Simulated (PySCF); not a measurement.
# Ways to converge the SCF of ZnI⁺

The same problem is solved with other solver options, one edit a run.

Method: each script names its method and basis; program: PySCF 2.14.0.

6 further runs of the same task are left out: 2 for a known fault of the program, 4 that didn't finish.

### Step 1. Starting geometry

ZnI⁺: 2 atoms, charge 1, spin multiplicity 1.

Bond lengths: Zn1–I2 2.297 Å.

### Step 2. The base run

The input, input.py:

```python
from pyscf import gto, scf, mp

mol = gto.M(
    atom='Zn 0 0 0; I 0 0 2.297',
    basis='def2-svp',
    ecp={'I': 'def2-svp'},
    charge=1,
    spin=0,
    symmetry=True,
    verbose=4,
)
mf = scf.UHF(mol)
mf.kernel()
mp.MP2(mf).kernel()
mf.dip_moment()
print('orbital energies (hartree):', [e[max(0, n-3):n+3].round(4) for e, n in zip(mf.mo_energy, mol.nelec)])
```

Launch:

```bash
$ OMP_NUM_THREADS=1 python input.py
```

Its log is not repeated here.

It gives: E(SCF) = -2073.965199 Eh, 11 cycles, E(MP2) − E(SCF) = -0.47729 Eh.

The bond length is a typed value, not an optimised one. The dipole of an ion depends on the origin.

### Step 3. Damping 0.95

Run 1 changes damping: none → 0.95.

The input, input.py:

```python
from pyscf import gto, scf, mp

mol = gto.M(
    atom='Zn 0 0 0; I 0 0 2.297',
    basis='def2-svp',
    ecp={'I': 'def2-svp'},
    charge=1,
    spin=0,
    symmetry=True,
    verbose=4,
)
mf = scf.UHF(mol)
mf.damp = 0.95
mf.diis_start_cycle = 8
mf.kernel()
mp.MP2(mf).kernel()
mf.dip_moment()
print('orbital energies (hartree):', [e[max(0, n-3):n+3].round(4) for e, n in zip(mf.mo_energy, mol.nelec)])
```

Launch:

```bash
$ OMP_NUM_THREADS=1 python input.py
```

### Step 4. Second-order solver on

Run 2 changes second-order solver: off → on.

Edit input.py of step 2 so:

```diff
@@ -12,2 +12,3 @@
 mf = scf.UHF(mol)
+mf = mf.newton()
 mf.kernel()
```

### Step 5. Convergence threshold 1e-11 hartree

Run 3 changes convergence threshold: default → 1e-11 hartree.

Edit input.py of step 2 so:

```diff
@@ -12,2 +12,3 @@
 mf = scf.UHF(mol)
+mf.conv_tol = 1e-11
 mf.kernel()
```

### Step 6. Point-group symmetry off

Run 4 changes point-group symmetry: on → off.

Edit input.py of step 2 so:

```diff
@@ -8,3 +8,2 @@
     spin=0,
-    symmetry=True,
     verbose=4,
```

### Step 7. Initial guess chk

Run 5 changes initial guess: minao → chk.

Edit input.py of step 2 so:

```diff
@@ -12,2 +12,3 @@
 mf = scf.UHF(mol)
+mf.init_guess = 'chk'
 mf.kernel()
```

Q: Predict the outcome of this session. Wanted: for each run, E(SCF); from base; gap; after the SCF.

**Answer**, as computed:

```
                                run  E(SCF) (hartree)  from base (eV)   cycles  gap (eV)               after the SCF
                               base      -2073.965199               0       11      8.34  MP2 correlation -12.988 eV
                       damping 0.95      -2073.965199          0.0000       17      8.34  MP2 correlation -12.988 eV
             second-order solver on      -2073.965199          0.0000  4 macro      8.34  MP2 correlation -12.988 eV
convergence threshold 1e-11 hartree      -2073.965199          0.0000       13      8.34  MP2 correlation -12.988 eV
           point-group symmetry off      -2073.965199          0.0000       11      8.34  MP2 correlation -12.988 eV
                  initial guess chk      -2073.965199          0.0000       11      8.34  MP2 correlation -12.988 eV
```

Distance from each run's final energy (log10 hartree) by cycle:

```
                                run  cycle 1  cycle 2  cycle 3  cycle 5  cycle 8  cycle 12
                               base      0.0     -0.3     -1.6     -3.7     -7.1      done
                       damping 0.95      0.0     -0.1     -0.1     -0.2     -0.8      -5.2
             second-order solver on     -1.6     -8.1    < -11     done     done      done
convergence threshold 1e-11 hartree      0.0     -0.3     -1.6     -3.7     -7.1     -11.0
           point-group symmetry off      0.0     -0.3     -1.6     -3.7     -7.1      done
                  initial guess chk      0.0     -0.3     -1.6     -3.7     -7.1      done
```

No change of the SCF energy comes from damping 0.95 or second-order solver on or convergence threshold 1e-11 hartree or point-group symmetry off or initial guess chk. PySCF falls back to minao for a guess that it doesn't know or can't read, so that run repeats the base. The base needs 11 cycles and the run with damping 0.95 needs 17.
